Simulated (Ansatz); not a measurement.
# ClH4NSi + HBr: a complex and its separated parts, part 1 of 2

The complex below is one end of an elementary step. How strongly is it bound against its free parts?

Computed with Ansatz 0.2.0, Gaussian basis. Level: PBE0-D4/def2-TZVP structures, single points in def2-TZVPP, no counterpoise correction.

Levels: SPW92, PBE-D4, BLYP-D4, r2SCAN-D4, B97M-V, PBE0-D4, B3LYP-D4, r2SCAN0-D4, BHLYP-D4, CAM-B3LYP-D4, wB97X-V, wB97M-V, B2PLYP, PBE-QIDH, RPA on PBE, Hartree-Fock, MP2, CCSD, CCSD(T).

Correlated methods freeze the cores. Filled d shells of the heavier atoms are correlated. B3LYP uses VWN-RPA correlation. B2PLYP carries no dispersion term here.

94 further runs of the same task are left out: 94 set aside as unsound or not needed. Runs told in other sessions of the task aren't counted.

### 1 The starting structure

The complex: 9 atoms, charge 0, spin multiplicity 1.

Atoms are counted from 1 here; the program's logs count them from 0.

Bond lengths: Si1–N2 1.730 Å, Si1–H3 1.476 Å, Si1–H4 1.476 Å, Si1–Cl5 2.058 Å, N2–H8 1.012 Å, N2–H9 1.012 Å, H6–Br7 1.469 Å. Angles: N2–Si1–H3 107.4°, N2–Si1–H4 107.4°, N2–Si1–Cl5 113.4°, H3–Si1–H4 113.8°, H3–Si1–Cl5 107.5°, H4–Si1–Cl5 107.5°, Si1–N2–H8 117.0°, Si1–N2–H9 117.0°, H8–N2–H9 109.2°.

Coordinates:

```mol
BrClH5NSi
  3D, bonds by distance, orders not assigned

  9  7  0  0  0  0  0  0  0  0999 V2000
   -0.8773   -0.1037   -0.6850 Si  0  0
    0.3516   -0.5569    0.4459 N   0  0
   -1.7236    0.9143   -0.0333 H   0  0
   -0.1998    0.3758   -1.9049 H   0  0
   -2.1003   -1.6657   -1.2316 Cl  0  0
    1.3266    0.9350    0.8125 H   0  0
    2.1138    2.1399    1.1086 Br  0  0
    1.0630   -1.1984    0.1198 H   0  0
    0.0461   -0.8401    1.3681 H   0  0
  1  2  8  0
  1  3  8  0
  1  4  8  0
  1  5  8  0
  2  8  8  0
  2  9  8  0
  6  7  8  0
M  END
```

Its parts: ClH4NSi holds atoms 1, 2, 3, 4, 5, 8, 9; HBr holds atoms 6, 7. Each part counts its atoms afresh in its own runs.

### 2 Relaxing ClH4NSi alone

Input file relax-a/in.yaml:

```yaml
crystal:
  periodic: [false, false, false]
  atoms:
    - {symbol: Si, position_ang: [-0.877330, -0.103713, -0.685022]}
    - {symbol: N, position_ang: [0.351560, -0.556877, 0.445881]}
    - {symbol: H, position_ang: [-1.723593, 0.914279, -0.033301]}
    - {symbol: H, position_ang: [-0.199762, 0.375787, -1.904936]}
    - {symbol: Cl, position_ang: [-2.100297, -1.665663, -1.231580]}
    - {symbol: H, position_ang: [1.062976, -1.198424, 0.119836]}
    - {symbol: H, position_ang: [0.046057, -0.840094, 1.368080]}
basis:
  gaussian: {orbitals: def2-TZVP}
hamiltonian: {xc: pbe0, dispersion: d4}
relax: {f_tol: 0.005, max_steps: 200}
```

Command:

```console
$ ansatz run in.yaml --threads 8 --pin off --events-out ev --progress --plain --max-ram 19148MiB
```

Output (excerpt; [...] marks lines left out):

```text
Functional definition: PBE0
  name "PBE0"
  cite "Adamo & Barone, J. Chem. Phys. 110, 6158 (1999) doi:10.1063/1.478522"
  cite "Perdew, Burke & Ernzerhof, Phys. Rev. Lett. 77, 3865 (1996) doi:10.1103/PhysRevLett.77.3865"
  parent pbe
[...]
867 factors; their error is unknown
[...]
mean field -21949.73441896 eV, -806.6378618323 hartree, gradient 1.2e-5 eV, S^2 0.000000; 0 other end points of the search recorded, 0 dependent functions left out
[...]
reference -21949.73444709 eV, -806.6378628662 hartree; 21, 21 occupied and 108, 108 virtual orbitals, 867 factors
[...]
Total energy: -21949.86445970 eV, -806.6426407415 hartree
Atom 0 at    -0.871237    -0.127265    -0.673360 Å, force    -0.000383    -0.000118     0.000136 eV/Å
Atom 1 at     0.326117    -0.600899     0.437777 Å, force     0.002693    -0.002429     0.002414 eV/Å
Atom 2 at    -1.726183     0.893224    -0.031305 Å, force    -0.000488     0.000904     0.000273 eV/Å
Atom 3 at    -0.204118     0.355698    -1.900650 Å, force     0.000502     0.000587    -0.000866 eV/Å
Atom 4 at    -2.154878    -1.633534    -1.285391 Å, force    -0.000519    -0.000911    -0.000202 eV/Å
Atom 5 at     1.107100    -1.161819     0.136937 Å, force    -0.001461     0.001208    -0.000175 eV/Å
Atom 6 at     0.082811    -0.800110     1.394949 Å, force    -0.000344     0.000758    -0.001581 eV/Å
Dipole moment:     0.327055     0.006568     0.264386 e Å
```

It took 5.5 s on 8 threads of Intel Xeon Platinum 8488C, shared host.

The steps of the relaxation:

```tsv
step	energy from step 1 (eV)	largest force component (eV/Å)
1	0.0000	0.6586
2	-0.0123	0.3256
3	-0.0178	0.1247
4	-0.0202	0.0966
5	-0.0217	0.0452
6	-0.0217	0.0253
7	-0.0218	0.0027
```

Distances of close pairs at the start and the end, largest changes first:

```tsv
bond	before (Å)	after (Å)	change (Å)
Si1–N2	1.730	1.701	-0.030
Si1–Cl5	2.058	2.072	+0.014
N2–H7	1.012	1.008	-0.004
N2–H6	1.012	1.008	-0.004
Si1–H3	1.476	1.478	+0.002
Si1–H4	1.476	1.478	+0.002
```

### 3 Relaxing HBr alone

Input file relax-b/in.yaml:

```yaml
crystal:
  periodic: [false, false, false]
  atoms:
    - {symbol: H, position_ang: [1.326641, 0.935028, 0.812476]}
    - {symbol: Br, position_ang: [2.113850, 2.139876, 1.108566]}
basis:
  gaussian: {orbitals: def2-TZVP}
hamiltonian: {xc: pbe0, dispersion: d4}
relax: {f_tol: 0.005, max_steps: 200}
```

Command:

```console
$ ansatz run in.yaml --threads 8 --pin off --events-out ev --progress --plain --max-ram 19148MiB
```

Output (excerpt; [...] marks lines left out):

```text
[... 5 set-up lines as earlier in the session ...]
[...]
457 factors; their error is unknown
[...]
mean field -70054.54414352 eV, -2574.4570125990 hartree, gradient 2.1e-5 eV, S^2 0.000000; 0 other end points of the search recorded, 0 dependent functions left out
[...]
reference -70054.57279890 eV, -2574.4580656647 hartree; 18, 18 occupied and 36, 36 virtual orbitals, 457 factors
Total energy: -70054.57831815 eV, -2574.4582684933 hartree
Atom 0 at     1.339775     0.955130     0.817416 Å, force    -0.003010    -0.004607    -0.001132 eV/Å
Atom 1 at     2.100716     2.119774     1.103626 Å, force     0.003010     0.004607     0.001132 eV/Å
Dipole moment:    -0.106247    -0.162614    -0.039962 e Å
```

It took 0.75 s on 8 threads of Intel Xeon Platinum 8488C, shared host.

Step by step:

```tsv
step	energy from step 1 (eV)	largest force component (eV/Å)
1	0.0000	0.9233
2	-0.0282	0.1200
3	-0.0286	0.0046
```

The bond:

```tsv
bond	before (Å)	after (Å)	change (Å)
H1–Br2	1.469	1.420	-0.049
```

### 4 SPW92/def2-TZVPP

Input file parta/in.yaml:

```yaml
crystal:
  periodic: [false, false, false]
  atoms:
    - {symbol: Si, position_ang: [-0.871237, -0.127265, -0.673360]}
    - {symbol: N, position_ang: [0.326117, -0.600899, 0.437777]}
    - {symbol: H, position_ang: [-1.726183, 0.893224, -0.031305]}
    - {symbol: H, position_ang: [-0.204118, 0.355698, -1.900650]}
    - {symbol: Cl, position_ang: [-2.154878, -1.633534, -1.285391]}
    - {symbol: H, position_ang: [1.107100, -1.161819, 0.136937]}
    - {symbol: H, position_ang: [0.082811, -0.800110, 1.394949]}
basis:
  gaussian: {orbitals: def2-TZVPP}
hamiltonian: {xc: lda}
```

Input file partb/in.yaml:

```yaml
crystal:
  periodic: [false, false, false]
  atoms:
    - {symbol: H, position_ang: [1.339775, 0.955130, 0.817416]}
    - {symbol: Br, position_ang: [2.100716, 2.119774, 1.103626]}
basis:
  gaussian: {orbitals: def2-TZVPP}
hamiltonian: {xc: lda}
```

The same command starts each run, in its folder.

Command:

```console
$ ansatz run in.yaml --threads 8 --pin off --events-out ev --progress --plain --max-ram 19148MiB
```

Output in parta (excerpt; [...] marks lines left out):

```text
Functional definition: SPW92
  name "SPW92"
  cite "Dirac, Proc. Camb. Phil. Soc. 26, 376 (1930) doi:10.1017/S0305004100016108"
  cite "Slater, Phys. Rev. 81, 385 (1951) doi:10.1103/PhysRev.81.385"
  cite "Perdew & Wang, Phys. Rev. B 45, 13244 (1992) doi:10.1103/PhysRevB.45.13244"
[...]
973 factors; their error is unknown
[...]
mean field -21873.97491151 eV, -803.8537512851 hartree, gradient 2.9e-5 eV, S^2 0.000000; 0 other end points of the search recorded, 0 dependent functions left out
reference -21873.97494592 eV, -803.8537525497 hartree; 21, 21 occupied and 150, 150 virtual orbitals, 973 factors
Total energy: -21873.97494592 eV, -803.8537525497 hartree
```

Log of partb (excerpt; [...] marks lines left out):

```text
[... 5 set-up lines as earlier in the session ...]
[...]
435 factors; their error is unknown
[...]
mean field -69965.45697225 eV, -2571.1831194402 hartree, gradient 5.9e-6 eV, S^2 0.000000; 0 other end points of the search recorded, 0 dependent functions left out
reference -69965.45699330 eV, -2571.1831202138 hartree; 18, 18 occupied and 44, 44 virtual orbitals, 435 factors
Total energy: -69965.45699330 eV, -2571.1831202138 hartree
```

Wall times: 0.4 s (parta), 0.15 s (partb) on 8 threads of Intel Xeon Platinum 8488C, shared host.

### 5 PBE-D4/def2-TZVPP

Each input of step 4 (parta, partb) changes in the same lines:

```diff
-hamiltonian: {xc: lda}
+hamiltonian: {xc: pbe, dispersion: d4}
```

The same command starts each run, in its folder.

Command:

```console
$ ansatz run in.yaml --threads 8 --pin off --events-out ev --progress --plain --max-ram 19148MiB
```

Output in parta (excerpt; [...] marks lines left out):

```text
Functional definition: PBE
  name "PBE"
[... 2 set-up lines as earlier in the session ...]
[...]
973 factors; their error is unknown
[...]
mean field -21947.82482109 eV, -806.5676854052 hartree, gradient 2.2e-5 eV, S^2 0.000000; 0 other end points of the search recorded, 0 dependent functions left out
reference -21947.82485771 eV, -806.5676867509 hartree; 21, 21 occupied and 150, 150 virtual orbitals, 973 factors
Total energy: -21947.95366280 eV, -806.5724202504 hartree
```

Output in partb (excerpt; [...] marks lines left out):

```text
[... 4 set-up lines as earlier in the session ...]
[...]
435 factors; their error is unknown
[...]
mean field -70052.13662061 eV, -2574.3685377639 hartree, gradient 1.9e-5 eV, S^2 0.000000; 0 other end points of the search recorded, 0 dependent functions left out
reference -70052.13664327 eV, -2574.3685385966 hartree; 18, 18 occupied and 44, 44 virtual orbitals, 435 factors
Total energy: -70052.14342825 eV, -2574.3687879400 hartree
```

Times: 0.55 s (parta), 0.15 s (partb) on 8 threads of Intel Xeon Platinum 8488C, shared host.

### 6 BLYP-D4/def2-TZVPP

Each input of step 5 (parta, partb) changes in the same lines:

```diff
-hamiltonian: {xc: pbe, dispersion: d4}
+hamiltonian: {xc: {name: BLYP}, dispersion: d4}
```

One command serves all of them, each in its own folder.

Command:

```console
$ ansatz run in.yaml --threads 8 --pin off --events-out ev --progress --plain --max-ram 19148MiB
```

Output in parta (excerpt; [...] marks lines left out):

```text
Functional definition: BLYP
  name "BLYP"
  cite "Becke, Phys. Rev. A 38, 3098 (1988) doi:10.1103/PhysRevA.38.3098"
  cite "Lee, Yang & Parr, Phys. Rev. B 37, 785 (1988) doi:10.1103/PhysRevB.37.785"
[...]
973 factors; their error is unknown
[...]
mean field -21958.21739972 eV, -806.9496056253 hartree, gradient 1.6e-5 eV, S^2 0.000000; 0 other end points of the search recorded, 0 dependent functions left out
reference -21958.21771937 eV, -806.9496173723 hartree; 21, 21 occupied and 150, 150 virtual orbitals, 973 factors
Total energy: -21958.50371372 eV, -806.9601274708 hartree
```

Log of partb (excerpt; [...] marks lines left out):

```text
[... 4 set-up lines as earlier in the session ...]
[...]
435 factors; their error is unknown
[...]
mean field -70063.39676552 eV, -2574.7823404567 hartree, gradient 8.2e-5 eV, S^2 0.000000; 0 other end points of the search recorded, 0 dependent functions left out
reference -70063.39697389 eV, -2574.7823481142 hartree; 18, 18 occupied and 44, 44 virtual orbitals, 435 factors
Total energy: -70063.41294561 eV, -2574.7829350642 hartree
```

Times: 0.55 s (parta), 0.2 s (partb) on 8 threads of Intel Xeon Platinum 8488C, shared host.

### 7 r2SCAN-D4/def2-TZVPP

Each input of step 6 (parta, partb) changes in the same lines:

```diff
-hamiltonian: {xc: {name: BLYP}, dispersion: d4}
+hamiltonian: {xc: r2scan, dispersion: d4}
```

The same command starts each run, in its folder.

Command:

```console
$ ansatz run in.yaml --threads 8 --pin off --events-out ev --progress --plain --max-ram 19148MiB
```

Output in parta (excerpt; [...] marks lines left out):

```text
Functional definition: r2SCAN
  name "r2SCAN"
  cite "Furness, Kaplan, Ning, Perdew & Sun, J. Phys. Chem. Lett. 11, 8208 (2020) doi:10.1021/acs.jpclett.0c02405"
  cite "Furness, Kaplan, Ning, Perdew & Sun, J. Phys. Chem. Lett. 11, 9248 (2020) doi:10.1021/acs.jpclett.0c03077"
  parent r2scan
[...]
973 factors; their error is unknown
[...]
mean field -21956.65508261 eV, -806.8921915305 hartree, gradient 3.8e-5 eV, S^2 0.000000; 0 other end points of the search recorded, 0 dependent functions left out
reference -21956.65509297 eV, -806.8921919111 hartree; 21, 21 occupied and 150, 150 virtual orbitals, 973 factors
Total energy: -21956.68458750 eV, -806.8932758152 hartree
```

partb printed (excerpt; [...] marks lines left out):

```text
[... 5 set-up lines as earlier in the session ...]
[...]
435 factors; their error is unknown
[...]
mean field -70062.28305534 eV, -2574.7414123626 hartree, gradient 2.3e-5 eV, S^2 0.000000; 0 other end points of the search recorded, 0 dependent functions left out
reference -70062.28306144 eV, -2574.7414125870 hartree; 18, 18 occupied and 44, 44 virtual orbitals, 435 factors
Total energy: -70062.28452052 eV, -2574.7414662069 hartree
```

Wall times: 1 s (parta), 0.35 s (partb) on 8 threads of Intel Xeon Platinum 8488C, shared host.

### 8 B97M-V/def2-TZVPP

The same edit goes into each in.yaml of step 7 (parta, partb):

```diff
-hamiltonian: {xc: r2scan, dispersion: d4}
+hamiltonian: {xc: {name: B97M-V}}
```

Each run has its own folder and the same command.

Command:

```console
$ ansatz run in.yaml --threads 8 --pin off --events-out ev --progress --plain --max-ram 19148MiB
```

Output in parta (excerpt; [...] marks lines left out):

```text
Functional definition: B97M-V
  name "B97M-V"
  cite "Mardirossian & Head-Gordon, J. Chem. Phys. 142, 074111 (2015) doi:10.1063/1.4907719"
  cite "Becke, J. Chem. Phys. 107, 8554 (1997) doi:10.1063/1.475007"
  cite "Vydrov & Van Voorhis, J. Chem. Phys. 133, 244103 (2010) doi:10.1063/1.3521275"
  # Of w^i u^j: cxij and so on, Table III.
[...]
  gx(w, u) = cx00 + cx01*u + cx02*u^2 + (cx10 + cx11*u)*w
[...]
  gos(w, u) = cos00 + cos01*u + cos03*u^3 + cos10*w + cos32*w^3*u^2
[...]
      + integral(e_c_pw_mod_opposite_spin*gos(b97_w_opposite, b97_u_opposite)) + vv10(b, c)
973 factors; their error is unknown
[...]
mean field -21953.53271531 eV, -806.7774466485 hartree, gradient 1.4e-5 eV, S^2 0.000000; 0 other end points of the search recorded, 0 dependent functions left out
reference -21953.53276807 eV, -806.7774485876 hartree; 21, 21 occupied and 150, 150 virtual orbitals, 973 factors
Total energy: -21953.53276807 eV, -806.7774485876 hartree
```

partb printed (excerpt; [...] marks lines left out):

```text
[... 5 set-up lines as earlier in the session ...]
  # Of w^i u^j: cxij and so on, Table III.
[...]
  gx(w, u) = cx00 + cx01*u + cx02*u^2 + (cx10 + cx11*u)*w
[...]
  gos(w, u) = cos00 + cos01*u + cos03*u^3 + cos10*w + cos32*w^3*u^2
[...]
      + integral(e_c_pw_mod_opposite_spin*gos(b97_w_opposite, b97_u_opposite)) + vv10(b, c)
435 factors; their error is unknown
[...]
mean field -70050.13095818 eV, -2574.2948310289 hartree, gradient 1.6e-5 eV, S^2 0.000000; 0 other end points of the search recorded, 0 dependent functions left out
reference -70050.13099003 eV, -2574.2948321993 hartree; 18, 18 occupied and 44, 44 virtual orbitals, 435 factors
Total energy: -70050.13099003 eV, -2574.2948321993 hartree
```

Times: 1.3 s (parta), 0.35 s (partb) on 8 threads of Intel Xeon Platinum 8488C, shared host.

### 9 PBE0-D4/def2-TZVPP

Each input of step 8 (parta, partb) changes in the same lines:

```diff
-hamiltonian: {xc: {name: B97M-V}}
+hamiltonian: {xc: pbe0, dispersion: d4}
+output: {orbitals: {seedname: orbitals}}
```

The same command starts each run, in its folder.

Command:

```console
$ ansatz run in.yaml --threads 8 --pin off --events-out ev --progress --plain --max-ram 19148MiB
```

parta printed (excerpt; [...] marks lines left out):

```text
[... 5 set-up lines as earlier in the session ...]
[...]
1007 factors; their error is unknown
[...]
mean field -21949.81574517 eV, -806.6408505155 hartree, gradient 6.6e-5 eV, S^2 0.000000; 0 other end points of the search recorded, 0 dependent functions left out
reference -21949.81577309 eV, -806.6408515414 hartree; 21, 21 occupied and 150, 150 virtual orbitals, 1007 factors
Total energy: -21949.92376325 eV, -806.6448201066 hartree
```

Log of partb (excerpt; [...] marks lines left out):

```text
[... 5 set-up lines as earlier in the session ...]
[...]
472 factors; their error is unknown
[...]
mean field -70054.59430979 eV, -2574.4588561754 hartree, gradient 7.1e-6 eV, S^2 0.000000; 0 other end points of the search recorded, 0 dependent functions left out
reference -70054.59432705 eV, -2574.4588568097 hartree; 18, 18 occupied and 44, 44 virtual orbitals, 472 factors
Total energy: -70054.59984630 eV, -2574.4590596383 hartree
```

Wall times: 0.65 s (parta), 0.2 s (partb) on 8 threads of Intel Xeon Platinum 8488C, shared host.

### 10 B3LYP-D4/def2-TZVPP

The same edit goes into each in.yaml of step 9 (parta, partb):

```diff
-hamiltonian: {xc: pbe0, dispersion: d4}
-output: {orbitals: {seedname: orbitals}}
+hamiltonian: {xc: {name: B3LYP}, dispersion: d4}
```

The same command starts each run, in its folder.

Command:

```console
$ ansatz run in.yaml --threads 8 --pin off --events-out ev --progress --plain --max-ram 19148MiB
```

Output in parta (excerpt; [...] marks lines left out):

```text
Functional definition: B3LYP
  name "B3LYP"
  cite "Stephens, Devlin, Chabalowski & Frisch, J. Phys. Chem. 98, 11623 (1994) doi:10.1021/j100096a001"
[... 2 set-up lines as earlier in the session ...]
  cite "Vosko, Wilk & Nusair, Can. J. Phys. 58, 1200 (1980) doi:10.1139/p80-159"
[...]
995 factors; their error is unknown
[...]
mean field -21960.16234555 eV, -807.0210810663 hartree, gradient 1.3e-5 eV, S^2 0.000000; 0 other end points of the search recorded, 0 dependent functions left out
reference -21960.16258700 eV, -807.0210899395 hartree; 21, 21 occupied and 150, 150 virtual orbitals, 995 factors
Total energy: -21960.37253876 eV, -807.0288055243 hartree
```

Output in partb (excerpt; [...] marks lines left out):

```text
[... 6 set-up lines as earlier in the session ...]
[...]
472 factors; their error is unknown
[...]
mean field -70063.59657755 eV, -2574.7896834137 hartree, gradient 6.2e-6 eV, S^2 0.000000; 0 other end points of the search recorded, 0 dependent functions left out
reference -70063.59673474 eV, -2574.7896891901 hartree; 18, 18 occupied and 44, 44 virtual orbitals, 472 factors
Total energy: -70063.60786802 eV, -2574.7900983306 hartree
```

Times: 0.7 s (parta), 0.2 s (partb) on 8 threads of Intel Xeon Platinum 8488C, shared host.

### 11 r2SCAN0-D4/def2-TZVPP

Each input of step 10 (parta, partb) changes in the same lines:

```diff
-hamiltonian: {xc: {name: B3LYP}, dispersion: d4}
+hamiltonian: {xc: {name: r2SCAN0}, dispersion: d4}
```

One command serves all of them, each in its own folder.

Command:

```console
$ ansatz run in.yaml --threads 8 --pin off --events-out ev --progress --plain --max-ram 19148MiB
```

Log of parta (excerpt; [...] marks lines left out):

```text
Functional definition: r2SCAN0
  name "r2SCAN0"
  cite "Bursch, Neugebauer, Ehlert & Grimme, J. Chem. Phys. 156, 134105 (2022) doi:10.1063/5.0086040"
[... 3 set-up lines as earlier in the session ...]
[...]
1007 factors; their error is unknown
[...]
mean field -21956.30737902 eV, -806.8794136595 hartree, gradient 3.9e-5 eV, S^2 0.000000; 0 other end points of the search recorded, 0 dependent functions left out
reference -21956.30738725 eV, -806.8794139617 hartree; 21, 21 occupied and 150, 150 virtual orbitals, 1007 factors
Total energy: -21956.34250031 eV, -806.8807043429 hartree
```

Log of partb (excerpt; [...] marks lines left out):

```text
[... 6 set-up lines as earlier in the session ...]
[...]
472 factors; their error is unknown
[...]
mean field -70062.25263053 eV, -2574.7402942714 hartree, gradient 7.4e-6 eV, S^2 0.000000; 0 other end points of the search recorded, 0 dependent functions left out
reference -70062.25263541 eV, -2574.7402944509 hartree; 18, 18 occupied and 44, 44 virtual orbitals, 472 factors
Total energy: -70062.25435024 eV, -2574.7403574697 hartree
```

Wall times: 1.2 s (parta), 0.4 s (partb) on 8 threads of Intel Xeon Platinum 8488C, shared host.

### 12 BHLYP-D4/def2-TZVPP

The same edit goes into each in.yaml of step 11 (parta, partb):

```diff
-hamiltonian: {xc: {name: r2SCAN0}, dispersion: d4}
+hamiltonian: {xc: {name: BHLYP}, dispersion: d4}
```

One command serves all of them, each in its own folder.

Command:

```console
$ ansatz run in.yaml --threads 8 --pin off --events-out ev --progress --plain --max-ram 19148MiB
```

parta printed (excerpt; [...] marks lines left out):

```text
Functional definition: BHLYP
  name "BHLYP"
  cite "Becke, J. Chem. Phys. 98, 1372 (1993) doi:10.1063/1.464304"
[... 2 set-up lines as earlier in the session ...]
[...]
1059 factors; their error is unknown
[...]
mean field -21958.23997032 eV, -806.9504350797 hartree, gradient 2.8e-5 eV, S^2 0.000000; 0 other end points of the search recorded, 0 dependent functions left out
reference -21958.24013565 eV, -806.9504411553 hartree; 21, 21 occupied and 150, 150 virtual orbitals, 1059 factors
Total energy: -21958.40414828 eV, -806.9564685084 hartree
```

Output in partb (excerpt; [...] marks lines left out):

```text
[... 5 set-up lines as earlier in the session ...]
[...]
514 factors; their error is unknown
[...]
mean field -70062.48036037 eV, -2574.7486631889 hartree, gradient 8.2e-6 eV, S^2 0.000000; 0 other end points of the search recorded, 0 dependent functions left out
reference -70062.48046822 eV, -2574.7486671523 hartree; 18, 18 occupied and 44, 44 virtual orbitals, 514 factors
Total energy: -70062.48832764 eV, -2574.7489559806 hartree
```

Wall times: 0.7 s (parta), 0.2 s (partb) on 8 threads of Intel Xeon Platinum 8488C, shared host.

(Continued in part 2 of 2.)
